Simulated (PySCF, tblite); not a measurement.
# C₅H₆ClO₂ radical: geometry, infrared bands and EPR parameters

Aim: predict the infrared bands and EPR parameters of C₅H₆ClO₂ radical (`[CH2]/C(CO)=C(/Cl)C=O`).

The runs use tblite 0.8.0 and PySCF 2.14.0, with density-fitted response routines of our own; the level of theory stands in each step. All values are computed, except where a source is named. Atoms are numbered from 0 throughout.

## 1. The starting structure

14 atoms, charge 0, multiplicity 2; geometry from: force field or distance geometry start.

Bonds of the start (Å): C0–C1 1.47, C1–C2 1.49, C2–O3 1.40, C1–C4 1.33, C4–Cl5 1.76, C4–C6 1.44, C6–O7 1.24, C0–H8 1.10, C0–H9 1.09, C2–H10 1.13, C2–H11 1.10, O3–H12 1.02, C6–H13 1.09.

## 2. Optimising the geometry with GFN2-xTB

Job settings and geometry (Å):

```
{"job": {"kind": "relax", "xc": "GFN2-xTB", "basis": "xTB"}, "charge": 0, "multiplicity": 2}
C      0.066700    -1.555200    -0.302800
C     -0.215500    -0.119700    -0.198400
C     -1.604300     0.395300    -0.323100
O     -2.384000    -0.195300     0.676800
C      0.786400     0.714000     0.044300
Cl     0.369400     2.417200     0.156400
C      2.169200     0.325600     0.181500
O      2.615500    -0.829500     0.128500
H      0.491700    -1.878600    -1.263200
H      0.456400    -2.063100     0.573700
H     -1.991500     0.034600    -1.319500
H     -1.657200     1.498600    -0.306100
H     -2.002300     0.136100     1.563300
H      2.898800     1.119600     0.366300
```

Command:

```console
OMP_NUM_THREADS=1 python probes_run.py task.json out
```

This one command runs all jobs of the session in turn.

**Question.** This job is followed by: GFN2-xTB harmonic vibrations, gas phase; UKS B3LYP, pcH-1 on C Cl H O, non-relativistic, mean-field spin-orbit, GIAO. What will the session give for the following? strongest single infrared mode (GFN2-xTB); zero-point energy (GFN2-xTB); g(iso) (B3LYP); ⟨S²⟩; largest a(iso) (averaged by class); surface potential, 1st and 99th percentile.

As calculated:

| quantity | value |
| --- | --- |
| strongest single infrared mode (GFN2-xTB) | 1661 cm⁻¹, 212 km/mol |
| zero-point energy (GFN2-xTB) | 61.0 kcal/mol |
| g(iso) (B3LYP) | 2.00627 |
| ⟨S²⟩ | 0.775 (exact 0.75) |
| largest a(iso) (averaged by class) | 13C on C4, 55.1 MHz |
| surface potential, 1st and 99th percentile | -1.43 V and 2.28 V |

What this shows: Over 86 steps the energy fell by 1.456 eV; of the close pairs, C0–C1 changed most, 1.467 to 1.358 Å. The lowest mode is imaginary (60i cm⁻¹), so the xTB geometry is not a minimum. The strongest single mode, at 1661 cm⁻¹, moves mainly C6 and O7. GFN2-xTB is a fitted tight-binding method: band positions and strengths are rough. Its intensities can rank the bands wrongly. The largest spin populations lie on C0 (0.51 e), C4 (0.51 e). The isotropic g lies 3.9 ppt above the free-electron value.
